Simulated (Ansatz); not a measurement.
# C6H20Al2N2: how energies converge with the basis set

Aim: see how fast density functionals converge with the basis set for C6H20Al2N2.

Method: one geometry, several basis sets; program: Ansatz 0.2.0, Gaussian basis.

The runs, in order: PBE0-D4/def2-SVP; ωB97M-V/def2-SVP; PBE0-D4/def2-QZVPP; ωB97M-V/def2-QZVPP; the functionals' def2-TZVPP values are taken from earlier runs.

### Step 1. The geometry

An earlier PBE0-D4 in a triple-zeta def2 set relaxation fixed the geometry.

30 atoms, charge 0, spin multiplicity 1.

Atoms are counted from 1 here; the program's logs count them from 0.

Bond lengths: C1–Al2 1.962 Å, C1–H11 1.095 Å, C1–H12 1.095 Å, C1–H13 1.094 Å, Al2–N3 1.968 Å, Al2–N8 1.968 Å, Al2–H14 1.597 Å, N3–C4 1.466 Å, N3–C5 1.465 Å, N3–Al6 1.968 Å, C4–H15 1.090 Å, C4–H16 1.096 Å, C4–H17 1.096 Å, C5–H18 1.096 Å, C5–H19 1.096 Å, C5–H20 1.091 Å, Al6–C7 1.962 Å, Al6–N8 1.968 Å and more. Angles: Al2–C1–H11 110.8°, Al2–C1–H12 110.8°, Al2–C1–H13 114.5°, H11–C1–H12 106.3°, H11–C1–H13 107.0°, H12–C1–H13 107.0°, C1–Al2–N3 113.2°, C1–Al2–N8 113.3°, C1–Al2–H14 120.8°, N3–Al2–N8 89.1°, N3–Al2–H14 107.9°, N8–Al2–H14 107.9°, Al2–N3–C4 114.2°, Al2–N3–C5 113.9°, Al2–N3–Al6 90.0°, C4–N3–C5 109.5°, C4–N3–Al6 114.2°, C5–N3–Al6 113.9° and more.

Geometry (Å):

```mol
C6H20Al2N2
  3D, bonds by distance, orders not assigned

 30 30  0  0  0  0  0  0  0  0999 V2000
   -0.4485   -2.4102   -1.4349 C   0  0
   -0.2582   -1.4434    0.2623 Al  0  0
   -1.3672    0.1794    0.3606 N   0  0
   -2.3738    0.1563    1.4257 C   0  0
   -2.0044    0.5417   -0.9081 C   0  0
    0.2321    1.2452    0.7839 Al  0  0
    0.4951    2.7637   -0.4311 C   0  0
    1.3499   -0.3113    0.3356 N   0  0
    2.3037   -0.6884    1.3826 C   0  0
    2.0508   -0.1905   -0.9455 C   0  0
    0.2976   -3.2083   -1.5132 H   0  0
   -1.4279   -2.8966   -1.4975 H   0  0
   -0.3437   -1.7851   -2.3267 H   0  0
   -0.3839   -2.2087    1.6586 H   0  0
   -1.9115   -0.1121    2.3754 H   0  0
   -3.1614   -0.5746    1.2073 H   0  0
   -2.8492    1.1378    1.5394 H   0  0
   -2.7814   -0.1816   -1.1803 H   0  0
   -2.4688    1.5325   -0.8478 H   0  0
   -1.2738    0.5656   -1.7181 H   0  0
    0.2827    1.4461    2.3676 H   0  0
    0.4391    2.5089   -1.4936 H   0  0
   -0.2535    3.5421   -0.2481 H   0  0
    1.4719    3.2303   -0.2643 H   0  0
    3.0942    0.0645    1.4847 H   0  0
    2.7821   -1.6477    1.1524 H   0  0
    1.7938   -0.7814    2.3412 H   0  0
    2.8334    0.5751   -0.8967 H   0  0
    1.3603    0.0900   -1.7424 H   0  0
    2.5207   -1.1390   -1.2293 H   0  0
  1  2  8  0
  2  3  8  0
  3  4  8  0
  3  5  8  0
  3  6  8  0
  6  7  8  0
  6  8  8  0
  8  9  8  0
  8 10  8  0
  1 11  8  0
  1 12  8  0
  1 13  8  0
  2 14  8  0
  4 15  8  0
  4 16  8  0
  4 17  8  0
  5 18  8  0
  5 19  8  0
  5 20  8  0
  6 21  8  0
  7 22  8  0
  7 23  8  0
  7 24  8  0
  9 25  8  0
  9 26  8  0
  9 27  8  0
 10 28  8  0
 10 29  8  0
 10 30  8  0
  2  8  8  0
M  END
```

### Step 2. PBE0-D4 in def2-SVP

in.yaml

```yaml
crystal:
  periodic: [false, false, false]
  atoms:
    - {symbol: C, position_ang: [-0.448494, -2.410172, -1.434867]}
    - {symbol: Al, position_ang: [-0.258192, -1.443447, 0.262329]}
    - {symbol: N, position_ang: [-1.367215, 0.179370, 0.360602]}
    - {symbol: C, position_ang: [-2.373835, 0.156311, 1.425732]}
    - {symbol: C, position_ang: [-2.004372, 0.541670, -0.908064]}
    - {symbol: Al, position_ang: [0.232130, 1.245210, 0.783947]}
    - {symbol: C, position_ang: [0.495081, 2.763699, -0.431083]}
    - {symbol: N, position_ang: [1.349902, -0.311275, 0.335554]}
    - {symbol: C, position_ang: [2.303740, -0.688373, 1.382589]}
    - {symbol: C, position_ang: [2.050751, -0.190534, -0.945451]}
    - {symbol: H, position_ang: [0.297566, -3.208325, -1.513229]}
    - {symbol: H, position_ang: [-1.427914, -2.896591, -1.497455]}
    - {symbol: H, position_ang: [-0.343713, -1.785119, -2.326661]}
    - {symbol: H, position_ang: [-0.383906, -2.208731, 1.658590]}
    - {symbol: H, position_ang: [-1.911535, -0.112145, 2.375414]}
    - {symbol: H, position_ang: [-3.161420, -0.574550, 1.207295]}
    - {symbol: H, position_ang: [-2.849249, 1.137756, 1.539367]}
    - {symbol: H, position_ang: [-2.781392, -0.181609, -1.180326]}
    - {symbol: H, position_ang: [-2.468788, 1.532480, -0.847821]}
    - {symbol: H, position_ang: [-1.273807, 0.565562, -1.718116]}
    - {symbol: H, position_ang: [0.282678, 1.446061, 2.367650]}
    - {symbol: H, position_ang: [0.439075, 2.508921, -1.493588]}
    - {symbol: H, position_ang: [-0.253513, 3.542096, -0.248072]}
    - {symbol: H, position_ang: [1.471947, 3.230277, -0.264259]}
    - {symbol: H, position_ang: [3.094238, 0.064523, 1.484677]}
    - {symbol: H, position_ang: [2.782051, -1.647739, 1.152372]}
    - {symbol: H, position_ang: [1.793759, -0.781435, 2.341204]}
    - {symbol: H, position_ang: [2.833368, 0.575071, -0.896673]}
    - {symbol: H, position_ang: [1.360328, 0.090044, -1.742365]}
    - {symbol: H, position_ang: [2.520731, -1.138994, -1.229280]}
basis:
  gaussian: {orbitals: def2-SVP}
hamiltonian: {xc: pbe0, dispersion: d4}
output: {orbitals: {seedname: orbitals}}
```

The run is started by

```console
$ ansatz run in.yaml --threads 4 --pin off --events-out ev --progress --plain --max-ram 66560MiB --backend cpu
```

The runs that follow: ωB97M-V in def2-SVP; PBE0-D4 in def2-QZVPP; ωB97M-V in def2-QZVPP.

**Question.** What will the summary of the whole plan be? Wanted: PBE0-D4: double and triple zeta above quadruple; ωB97M-V: double and triple zeta above quadruple.

**Answer**, as computed:

```
                                       quantity           value
PBE0-D4: double and triple zeta above quadruple  15.97, 0.98 eV
ωB97M-V: double and triple zeta above quadruple  16.54, 0.94 eV
```

**Reading.** For PBE0-D4 the step from double to triple zeta gains 15.00 eV and the next only 0.98 eV. Total energies overstate the basis error of differences, where much of it tends to cancel. The LUMO of ωB97M-V is positive and keeps falling with the basis (2.40 to 1.08 eV): an unbound level that the basis holds in place.
